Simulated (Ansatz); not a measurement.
# BN: the cost of one run

Program: Ansatz 0.2.0. PAW datasets, plane waves, zero pressure. Simulation only: spin-unpolarised, and no claim that this is the phase found in nature.

## (1) The cell

This is the cell as the run starts from it, not yet at rest; its lengths are not the crystal's.

It is hexagonal, P6_3mc (No. 186); a = 2.384 Å, c = 7.787 Å in the conventional setting, 4.79 Å³ an atom. Near B stand 4 N at 1.46 Å; near N stand 4 B at 1.46 Å.

Coordinates:

```cif
data_structure
_symmetry_space_group_name_H-M 'P6_3mc'
_symmetry_Int_Tables_number 186
_cell_length_a 2.3842
_cell_length_b 2.3842
_cell_length_c 7.7867
_cell_angle_alpha 90.000
_cell_angle_beta 90.000
_cell_angle_gamma 120.000
_cell_volume 38.33
loop_
_atom_site_label
_atom_site_type_symbol
_atom_site_symmetry_multiplicity
_atom_site_Wyckoff_symbol
_atom_site_fract_x
_atom_site_fract_y
_atom_site_fract_z
_atom_site_occupancy
B1 B 2 a 0.00000 0.00000 0.00000 1
B2 B 2 b 0.33333 0.66667 0.25000 1
N1 N 2 a 0.00000 0.00000 0.18750 1
N2 N 2 b 0.33333 0.66667 0.43750 1
```

## (2) Relaxation with PBE

The input, input.yaml:

```yaml
crystal:
  lattice:
    - [2.3841700163, 0.0, 0.0]
    - [-1.1920850082, 2.0647518011, 0.0]
    - [0.0, 0.0, 7.7866992733]
  atoms:
    - { symbol: B, position: [0.0, 0.0, 0.0] }
    - { symbol: B, position: [0.3333333333, 0.6666666667, 0.25] }
    - { symbol: B, position: [0.0, 0.0, 0.5] }
    - { symbol: B, position: [0.6666666667, 0.3333333333, 0.75] }
    - { symbol: "N", position: [0.0, 0.0, 0.1875] }
    - { symbol: "N", position: [0.3333333333, 0.6666666667, 0.4375] }
    - { symbol: "N", position: [0.0, 0.0, 0.6875] }
    - { symbol: "N", position: [0.6666666667, 0.3333333333, 0.9375] }
kpoints:
  mp_grid: { grid: [12, 12, 4] }
hamiltonian:
  xc: pbe
scf:
  occupations: { method: fermi_dirac, width: 0.02 }
relax:
  f_tol: 0.005
  cell: {}
```

Launch:

```
> ansatz run input.yaml --threads 2 --pin off --max-ram 29491MiB --backend cpu --events-out ev --progress --plain --runs-dir out
```

**Question.** How long does this run take on 2 threads of AMD EPYC 7R13 (Zen 3), shared host, and how much memory does it need?

About 17 s, with a peak of 0.4 GiB.
